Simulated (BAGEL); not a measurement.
**H4N2Zn (SMILES [NH2][Zn][NH2]): levels of theory compared**

Aim: a comparison of 4 runs (HF/STO-3G, B3LYP/cc-pVDZ, PBE0/cc-pVDZ, RI-MP2/cc-pVDZ) of H4N2Zn. 

The results are computed with BAGEL 1.2.2.

## Step 1: The structure to begin with

The species is H4N2Zn (7 atoms), typed as a singlet with charge 0. As SMILES, `[NH2][Zn][NH2]`. The shape comes from GFN2-xTB, which is rough for such elements, and wasn't checked as a minimum.

Bond lengths: Zn1–N2 1.837 Å, Zn1–N5 1.834 Å, N2–H3 1.010 Å, N2–H4 1.011 Å, N5–H6 1.011 Å, N5–H7 1.010 Å. Angles: N2–Zn1–N5 151.5°, Zn1–N2–H3 120.0°, Zn1–N2–H4 116.0°, Zn1–N5–H6 115.7°, Zn1–N5–H7 120.4°, H3–N2–H4 106.1°, H6–N5–H7 106.1°.

## Step 2: A single-point energy at HF/STO-3G (density fitting with qzvpp-jkfit) (run 1)

input.json

```json
{ "bagel" : [

{
  "title" : "molecule",
  "basis" : "sto-3g",
  "df_basis" : "qzvpp-jkfit",
  "angstrom" : true,
  "geometry" : [
    { "atom" : "Zn", "xyz" : [      -0.228900,       0.198370,      -0.000690 ] },
    { "atom" : "N", "xyz" : [       0.225390,       0.008730,       1.768730 ] },
    { "atom" : "H", "xyz" : [       0.075340,       0.772090,       2.412400 ] },
    { "atom" : "H", "xyz" : [      -0.125260,      -0.819900,       2.230130 ] },
    { "atom" : "N", "xyz" : [      -0.019080,      -0.225880,      -1.772540 ] },
    { "atom" : "H", "xyz" : [       0.832250,       0.107520,      -2.204650 ] },
    { "atom" : "H", "xyz" : [      -0.759750,      -0.040940,      -2.433370 ] }
  ]
},

{ "title" : "hf" },

{ "title" : "print", "file" : "orbitals.molden", "orbitals" : true }

]}
```

Command:

```
$ BAGEL_NUM_THREADS=1 BAGEL input.json > input.out
```

The program printed:

```text
* using 1 threads per process

  ===============================================================
  ===============================================================

  *** Geometry ***

  { "atom" : "Zn", "xyz" : [     -0.432558,      0.374865,     -0.001304 ] },
  { "atom" : "N", "xyz" : [      0.425925,      0.016497,      3.342415 ] },
  { "atom" : "H", "xyz" : [      0.142372,      1.459039,      4.558775 ] },
  { "atom" : "H", "xyz" : [     -0.236707,     -1.549386,      4.214335 ] },
  { "atom" : "N", "xyz" : [     -0.036056,     -0.426851,     -3.349615 ] },
  { "atom" : "H", "xyz" : [      1.572725,      0.203183,     -4.166185 ] },
  { "atom" : "H", "xyz" : [     -1.435719,     -0.077365,     -4.598403 ] },

  Number of auxiliary basis functions:      490

  Since a DF basis is specified, we compute 2- and 3-index integrals:
    o Being stored without compression. Storage requirement is 0.004 GB

  Number of basis functions:       32
  Number of electrons      :       48

    * METHOD: MOLECULE                             0.15

  *** RHF ***

  === Nuclear Repulsion ===
   173.3592754443

      * DIIS with orbital gradients will be used.

  === RHF iteration (sto-3g) ===
      0      -1843.70614435          0.25080037           0.02
      1      -1859.50707370          0.07953417           0.02
      2      -1824.07729919          0.18805567           0.02
      3      -1866.35427941          0.04101828           0.02
      4      -1866.92254059          0.01657000           0.02
      5      -1866.99869834          0.01330503           0.02
      6      -1866.96580934          0.01855009           0.02
      7      -1867.06936180          0.00520467           0.02
      8      -1867.08415868          0.00090895           0.02
      9      -1867.08520627          0.00032776           0.02
     10      -1867.08531629          0.00022231           0.02
     11      -1867.08536564          0.00017411           0.02
     12      -1867.08540452          0.00013944           0.02
     13      -1867.08544579          0.00009123           0.02
     14      -1867.08547195          0.00002768           0.02
     15      -1867.08547351          0.00001142           0.02
     16      -1867.08547364          0.00000709           0.02
     17      -1867.08547368          0.00000573           0.02
     18      -1867.08547370          0.00000515           0.02
     19      -1867.08547374          0.00000440           0.02
     20      -1867.08547379          0.00000311           0.02
     21      -1867.08547382          0.00000221           0.02
     22      -1867.08547383          0.00000181           0.02
     23      -1867.08547383          0.00000146           0.02
     24      -1867.08547384          0.00000089           0.02
     25      -1867.08547384          0.00000042           0.02
     26      -1867.08547384          0.00000024           0.02
     27      -1867.08547384          0.00000020           0.02
     28      -1867.08547384          0.00000017           0.02
     29      -1867.08547384          0.00000014           0.02
     30      -1867.08547384          0.00000012           0.02
     31      -1867.08547384          0.00000010           0.02
     32      -1867.08547384          0.00000008           0.02
     33      -1867.08547384          0.00000007           0.02
     34      -1867.08547384          0.00000006           0.02
     35      -1867.08547384          0.00000003           0.02
     36      -1867.08547384          0.00000002           0.02
     37      -1867.08547384          0.00000001           0.02
     38      -1867.08547384          0.00000001           0.02
     39      -1867.08547384          0.00000001           0.02
     40      -1867.08547384          0.00000001           0.02
    * SCF iteration converged.

    * Permanent dipole moment:
           (    0.027468,    -0.070502,     0.008623) a.u.

    * METHOD: HF                                   0.94

    * METHOD: PRINT                                0.00

  ===============================================================
```

It took 1.2 s on 1 thread of Arm Neoverse V2, shared host.

## Step 3: The energy at B3LYP/cc-pVDZ (density fitting with qzvpp-jkfit) (run 2)

input.json

```json
{ "bagel" : [

{
  "title" : "molecule",
  "basis" : "cc-pvdz.json",
  "df_basis" : "qzvpp-jkfit",
  "angstrom" : true,
  "geometry" : [
    { "atom" : "Zn", "xyz" : [   -0.228900,    0.198370,   -0.000690 ] },
    { "atom" : "N", "xyz" : [    0.225390,    0.008730,    1.768730 ] },
    { "atom" : "H", "xyz" : [    0.075340,    0.772090,    2.412400 ] },
    { "atom" : "H", "xyz" : [   -0.125260,   -0.819900,    2.230130 ] },
    { "atom" : "N", "xyz" : [   -0.019080,   -0.225880,   -1.772540 ] },
    { "atom" : "H", "xyz" : [    0.832250,    0.107520,   -2.204650 ] },
    { "atom" : "H", "xyz" : [   -0.759750,   -0.040940,   -2.433370 ] }
  ]
},
{
  "title" : "ks",
  "xc_func" : "b3lyp"
},
{
  "title" : "print",
  "file" : "orbitals.molden",
  "orbitals" : true
}

]}
```

The basis set cc-pVDZ is read from a file made from the Basis Set Exchange's data (not shown).

Command:

```
$ BAGEL_NUM_THREADS=1 BAGEL input.json > input.out
```

The program printed:

```text
* using 1 threads per process

  ===============================================================
  ===============================================================

  *** Geometry ***

  { "atom" : "Zn", "xyz" : [     -0.432558,      0.374865,     -0.001304 ] },
  { "atom" : "N", "xyz" : [      0.425925,      0.016497,      3.342415 ] },
  { "atom" : "H", "xyz" : [      0.142372,      1.459039,      4.558775 ] },
  { "atom" : "H", "xyz" : [     -0.236707,     -1.549386,      4.214335 ] },
  { "atom" : "N", "xyz" : [     -0.036056,     -0.426851,     -3.349615 ] },
  { "atom" : "H", "xyz" : [      1.572725,      0.203183,     -4.166185 ] },
  { "atom" : "H", "xyz" : [     -1.435719,     -0.077365,     -4.598403 ] },

  Number of auxiliary basis functions:      490

  Since a DF basis is specified, we compute 2- and 3-index integrals:
    o Being stored without compression. Storage requirement is 0.032 GB

  Number of basis functions:       91
  Number of electrons      :       48

    * METHOD: MOLECULE                             0.27

  *** Kohn-Sham DFT ***

    * Removing 11218 points whose weight is below 1.00e-10
    * Grid points: 93124

  === Nuclear Repulsion ===
   173.3592754443

       - DIIS with orbital gradients will be used.

  === KS iteration (b3lyp / cc-pvdz.json) ===
      0      -1667.85169714          0.15005252           0.33
      1      -1671.86246903          0.22942360           0.32
      2      -1689.99832208          0.25568247           0.32
      3      -1851.44374395          0.24532451           0.32
      4      -1881.86772372          0.14838237           0.31
      5      -1869.48204815          0.21924043           0.32
      6      -1876.02536177          0.18120170           0.32
      7      -1738.28783984          0.25232139           0.32
      8      -1885.68736315          0.11203714           0.31
      9      -1887.09038829          0.09437965           0.31
     10      -1888.13177765          0.08833681           0.31
     11      -1887.77631911          0.08938174           0.30
     12      -1890.46414253          0.05296912           0.32
     13      -1891.24217822          0.02273349           0.33
     14      -1891.39780771          0.00491864           0.32
     15      -1891.40612147          0.00262677           0.32
     16      -1891.40952296          0.00064900           0.32
     17      -1891.40964312          0.00027327           0.32
     18      -1891.40967725          0.00002901           0.31
     19      -1891.40967767          0.00000832           0.32
     20      -1891.40967769          0.00000159           0.32
     21      -1891.40967769          0.00000097           0.32
     22      -1891.40967769          0.00000071           0.32
     23      -1891.40967769          0.00000030           0.31
     24      -1891.40967769          0.00000004           0.32
     25      -1891.40967769          0.00000003           0.32
     26      -1891.40967769          0.00000001           0.32
    * SCF iteration converged.

    * Permanent dipole moment:
           (    0.454203,    -0.457038,    -0.008222) a.u.

    * METHOD: KS                                   9.04

    * METHOD: PRINT                                0.01

  ===============================================================
```

Run time: 9.6 s. Hardware: 1 thread of Arm Neoverse V2, shared host; peak memory 0.42 GiB.

## Step 4: A single-point energy at PBE0/cc-pVDZ (density fitting with qzvpp-jkfit) (run 3)

input.json

```json
{ "bagel" : [

{
  "title" : "molecule",
  "basis" : "cc-pvdz.json",
  "df_basis" : "qzvpp-jkfit",
  "angstrom" : "true",
  "geometry" : [
    { "atom" : "Zn", "xyz" : [      -0.228900,       0.198370,      -0.000690 ] },
    { "atom" : "N", "xyz" : [       0.225390,       0.008730,       1.768730 ] },
    { "atom" : "H", "xyz" : [       0.075340,       0.772090,       2.412400 ] },
    { "atom" : "H", "xyz" : [      -0.125260,      -0.819900,       2.230130 ] },
    { "atom" : "N", "xyz" : [      -0.019080,      -0.225880,      -1.772540 ] },
    { "atom" : "H", "xyz" : [       0.832250,       0.107520,      -2.204650 ] },
    { "atom" : "H", "xyz" : [      -0.759750,      -0.040940,      -2.433370 ] }
  ]
},

{
  "title" : "ks",
  "xc_func" : "pbe0"
},

{
  "title" : "print",
  "file" : "orbitals.molden",
  "orbitals" : "true"
}

]}
```

The basis set cc-pVDZ is read from a file made from the Basis Set Exchange's data (not shown).

Command:

```
$ BAGEL_NUM_THREADS=1 BAGEL input.json > input.out
```

The program printed:

```text
* using 1 threads per process

  ===============================================================
  ===============================================================

  *** Geometry ***

  { "atom" : "Zn", "xyz" : [     -0.432558,      0.374865,     -0.001304 ] },
  { "atom" : "N", "xyz" : [      0.425925,      0.016497,      3.342415 ] },
  { "atom" : "H", "xyz" : [      0.142372,      1.459039,      4.558775 ] },
  { "atom" : "H", "xyz" : [     -0.236707,     -1.549386,      4.214335 ] },
  { "atom" : "N", "xyz" : [     -0.036056,     -0.426851,     -3.349615 ] },
  { "atom" : "H", "xyz" : [      1.572725,      0.203183,     -4.166185 ] },
  { "atom" : "H", "xyz" : [     -1.435719,     -0.077365,     -4.598403 ] },

  Number of auxiliary basis functions:      490

  Since a DF basis is specified, we compute 2- and 3-index integrals:
    o Being stored without compression. Storage requirement is 0.032 GB

  Number of basis functions:       91
  Number of electrons      :       48

    * METHOD: MOLECULE                             0.26

  *** Kohn-Sham DFT ***

    * Removing 11218 points whose weight is below 1.00e-10
    * Grid points: 93124

  === Nuclear Repulsion ===
   173.3592754443

       - DIIS with orbital gradients will be used.

  === KS iteration (pbe0 / cc-pvdz.json) ===
      0      -1667.48853254          0.15068091           0.32
      1      -1672.14821990          0.23204631           0.31
      2      -1693.28612389          0.27574282           0.31
      3      -1837.32479793          0.25604195           0.31
      4      -1883.75542411          0.13496828           0.31
      5      -1873.83309920          0.19164365           0.31
      6      -1877.96649657          0.16566831           0.32
      7      -1828.04627982          0.24738861           0.32
      8      -1890.58570313          0.02754790           0.32
      9      -1890.10659611          0.04457129           0.31
     10      -1890.97680348          0.00223049           0.31
     11      -1890.97831423          0.00162965           0.32
     12      -1890.97896002          0.00068050           0.31
     13      -1890.97917255          0.00014646           0.31
     14      -1890.97918132          0.00006094           0.32
     15      -1890.97918300          0.00001976           0.31
     16      -1890.97918318          0.00000212           0.32
     17      -1890.97918319          0.00000183           0.32
     18      -1890.97918319          0.00000041           0.31
     19      -1890.97918319          0.00000010           0.31
     20      -1890.97918319          0.00000008           0.31
     21      -1890.97918319          0.00000002           0.31
     22      -1890.97918319          0.00000001           0.31
    * SCF iteration converged.

    * Permanent dipole moment:
           (    0.492111,    -0.492928,    -0.008214) a.u.

    * METHOD: KS                                   7.70

    * METHOD: PRINT                                0.01

  ===============================================================
```

It took 8.4 s on 1 thread of Arm Neoverse V2, shared host; peak memory 0.42 GiB.

## Step 5: The energy at RI-MP2/cc-pVDZ (density fitting with qzvpp-jkfit) (run 4)

input.json

```json
{ "bagel": [

{
  "title": "molecule",
  "basis": "cc-pvdz.json",
  "df_basis": "qzvpp-jkfit",
  "angstrom": true,
  "geometry": [
    { "atom": "Zn", "xyz": [      -0.228900,       0.198370,      -0.000690 ] },
    { "atom": "N", "xyz": [       0.225390,       0.008730,       1.768730 ] },
    { "atom": "H", "xyz": [       0.075340,       0.772090,       2.412400 ] },
    { "atom": "H", "xyz": [      -0.125260,      -0.819900,       2.230130 ] },
    { "atom": "N", "xyz": [      -0.019080,      -0.225880,      -1.772540 ] },
    { "atom": "H", "xyz": [       0.832250,       0.107520,      -2.204650 ] },
    { "atom": "H", "xyz": [      -0.759750,      -0.040940,      -2.433370 ] }
  ]
},

{
  "title": "hf"
},

{
  "title": "mp2",
  "ncore": 7
}

]}
```

The basis set cc-pVDZ is read from a file made from the Basis Set Exchange's data (not shown).

Command:

```
$ BAGEL_NUM_THREADS=1 BAGEL input.json > input.out
```

The program printed:

```text
* using 1 threads per process

  ===============================================================
  ===============================================================

  *** Geometry ***

  { "atom" : "Zn", "xyz" : [     -0.432558,      0.374865,     -0.001304 ] },
  { "atom" : "N", "xyz" : [      0.425925,      0.016497,      3.342415 ] },
  { "atom" : "H", "xyz" : [      0.142372,      1.459039,      4.558775 ] },
  { "atom" : "H", "xyz" : [     -0.236707,     -1.549386,      4.214335 ] },
  { "atom" : "N", "xyz" : [     -0.036056,     -0.426851,     -3.349615 ] },
  { "atom" : "H", "xyz" : [      1.572725,      0.203183,     -4.166185 ] },
  { "atom" : "H", "xyz" : [     -1.435719,     -0.077365,     -4.598403 ] },

  Number of auxiliary basis functions:      490

  Since a DF basis is specified, we compute 2- and 3-index integrals:
    o Being stored without compression. Storage requirement is 0.032 GB

  Number of basis functions:       91
  Number of electrons      :       48

    * METHOD: MOLECULE                             0.26

  *** RHF ***

  === Nuclear Repulsion ===
   173.3592754443

      * DIIS with orbital gradients will be used.

  === RHF iteration (cc-pvdz.json) ===
      0      -1888.73416292          0.02248942           0.07
      1      -1888.92468792          0.01731834           0.07
      2      -1889.07203699          0.00210230           0.07
      3      -1889.07344772          0.00137490           0.07
      4      -1889.07412608          0.00013554           0.07
      5      -1889.07414331          0.00003776           0.07
      6      -1889.07414505          0.00001456           0.07
      7      -1889.07414535          0.00000407           0.07
      8      -1889.07414536          0.00000197           0.07
      9      -1889.07414537          0.00000073           0.07
     10      -1889.07414537          0.00000049           0.07
     11      -1889.07414537          0.00000009           0.07
     12      -1889.07414537          0.00000003           0.07
     13      -1889.07414537          0.00000001           0.07
     14      -1889.07414537          0.00000001           0.07
    * SCF iteration converged.

    * Permanent dipole moment:
           (    0.702818,    -0.691988,    -0.008461) a.u.

    * METHOD: HF                                   1.27

  *** RHF ***

  === Nuclear Repulsion ===
   173.3592754443

      * DIIS with orbital gradients will be used.

  === RHF iteration (cc-pvdz.json) ===
      0      -1889.07414537          0.00000000           0.06
    * SCF iteration converged.

    * Permanent dipole moment:
           (    0.702818,    -0.691988,    -0.008461) a.u.

  === DF-MP2 calculation ===

    * freezing 7 orbitals
    * 3-index integral transformation done
    * assembly done

      MP2 correlation energy:   -1.0013426631      0.06

      MP2 total energy:       -1890.0754880290

    * METHOD: MP2                                  0.21

  ===============================================================
```

Wall time 1.9 s (1 thread of Arm Neoverse V2, shared host); peak memory 0.12 GiB.

## Step 6: All runs side by side

| run | level | frozen core orbitals | energy (Eh) | dipole moment (D) | HOMO energy (eV) | LUMO energy (eV) | wall time |
| --- | --- | --- | --- | --- | --- | --- | --- |
| 1 | HF/STO-3G (density fitting with qzvpp-jkfit) | – | -1867.085474 | 0.19 | -4.41 | 6.59 | 1.2 s |
| 2 | B3LYP/cc-pVDZ (density fitting with qzvpp-jkfit) | – | -1891.409678 | 1.64 | -6.28 | -1.01 | 9.6 s |
| 3 | PBE0/cc-pVDZ (density fitting with qzvpp-jkfit) | – | -1890.979183 | 1.77 | -6.52 | -0.72 | 8.4 s |
| 4 | RI-MP2/cc-pVDZ (density fitting with qzvpp-jkfit) | 7 | -1890.075488 | – | – | – | 1.9 s |

## Step 7: Results

```
                                          quantity           value
                               run 4: total energy  -1890.07549 Eh
run 4: correlation energy (7 core orbitals frozen)     -1001.3 mEh
```

What this shows: Among the runs that give it from their own density at one geometry, the dipole moment runs from 0.19 D (HF/STO-3G) to 1.77 D (PBE0/cc-pVDZ). Basis or surroundings differ between these two runs. Among the runs that give it from their own density at one geometry, the HOMO–LUMO gap runs from 5.26 eV (B3LYP/cc-pVDZ) to 11.00 eV (HF/STO-3G). Totals of different functionals can't be ranked against each other. All runs together took 21 s, the longest 9.6 s.
